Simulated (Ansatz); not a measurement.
**CH₃NSn: taking an electron away**

Aim: the vertical ionisation energy of CH₃NSn, as cation minus neutral at the neutral's geometry, on several levels, and how well −ε(HOMO) stands in for it.

Computed with Ansatz 0.2.0, Gaussian basis. Level: unrestricted cation, the program's frozen cores in correlated methods.

Plan: UKS PBE-D4/def2-TZVPP; UKS r2SCAN-D4/def2-TZVPP; UKS PBE0-D4/def2-TZVPP; UKS B3LYP-D4/def2-TZVPP; UKS wB97X-V/def2-TZVPP; UKS wB97M-V/def2-TZVPP; UKS B2PLYP/def2-TZVPP; UHF-CCSD(T)/def2-TZVPP; UHF-MP2/def2-QZVPP; extrapolation to the limit; then −ε(HOMO) from the neutral's earlier runs with LDA (SPW92), PBE-D4, revPBE-D4, BLYP-D4, r2SCAN-D4, B97M-V, PBE0-D4, B3LYP-D4, r2SCANh-D4, r2SCAN0-D4, HSE06-D4, BHLYP-D4, CAM-B3LYP-D4, LC-ωPBE, ωB97X-V, ωB97M-V.

## Step 1: The relaxed structure

An earlier PBE0-D4 in a triple-zeta def2 set relaxation fixed the geometry. Sn takes the def2 core potential; no spin-orbit term is included.

SMILES `N#[C][SnH3]`, 6 atoms, charge 0, spin multiplicity 1.

Atoms are counted from 1 here; the program's logs count them from 0.

Bond lengths: N1–C2 1.152 Å, C2–Sn3 2.112 Å, Sn3–H4 1.695 Å, Sn3–H5 1.695 Å, Sn3–H6 1.695 Å. Angles: N1–C2–Sn3 179.8°, C2–Sn3–H4 106.1°, C2–Sn3–H5 106.0°, C2–Sn3–H6 106.1°, H4–Sn3–H5 112.7°, H4–Sn3–H6 112.6°, H5–Sn3–H6 112.6°.

## Step 2: Cation, UKS PBE-D4/def2-TZVPP

Contents of in.yaml:

```yaml
crystal:
  periodic: [false, false, false]
  atoms:
    - {symbol: N, position_ang: [2.057048, -0.924658, 1.310657]}
    - {symbol: C, position_ang: [1.149591, -0.518109, 0.728496]}
    - {symbol: Sn, position_ang: [-0.513933, 0.221619, -0.342797]}
    - {symbol: H, position_ang: [-0.145034, 1.830119, -0.731384]}
    - {symbol: H, position_ang: [-0.663688, -0.763714, -1.714275]}
    - {symbol: H, position_ang: [-1.841885, 0.090742, 0.703003]}
basis:
  gaussian: {orbitals: def2-TZVPP}
total_charge: 1
magnetization: {spin_polarized: true, initial_magnetization: 1}
hamiltonian: {xc: pbe, dispersion: d4}
```

Further steps of the session: Cation, UKS r2SCAN-D4/def2-TZVPP; Cation, UKS PBE0-D4/def2-TZVPP; Cation, UKS B3LYP-D4/def2-TZVPP; Cation, UKS wB97X-V/def2-TZVPP; Cation, UKS wB97M-V/def2-TZVPP; Cation, UKS B2PLYP (frozen core)/def2-TZVPP; Cation, UHF-CCSD(T)/def2-TZVPP; Cation, UHF-MP2/def2-QZVPP.

Before running them: what should the planned runs give, taken together? Wanted: ionisation energy, CCSD(T)/CBS; nearest functional by difference; nearest −ε(HOMO); −ε(HOMO) of PBE; T1 of the cation.

As calculated:

| quantity | value |
| --- | --- |
| ionisation energy, CCSD(T)/CBS | 12.34 eV |
| nearest functional by difference | ωB97X-V (-0.26 eV) |
| nearest −ε(HOMO) | LC-ωPBE (+0.02 eV) |
| −ε(HOMO) of PBE | 8.23 eV |
| T1 of the cation | 0.057 |

What this shows: Energy differences with functionals land within 1.01 eV of the reference. The PBE orbital energy is 4.1 eV too small: a semilocal HOMO is no ionisation energy. Among orbital estimates LC-ωPBE comes nearest. Hartree-Fock falls 1.56 eV short, as the neutral has more correlation energy than the cation. The cation's T1 (from the report) is 0.057, above the customary mark of 0.045 for open shells, so the coupled-cluster value is less safe. The cation may have settled in a state other than its lowest; no search over hole states beyond the program's own was made. Correlated methods include outer-core shells of Sn, which these sets cover unevenly. With outer-core shells in play the reference is unsure by up to some tenths of an eV, so close misses can't be ranked.
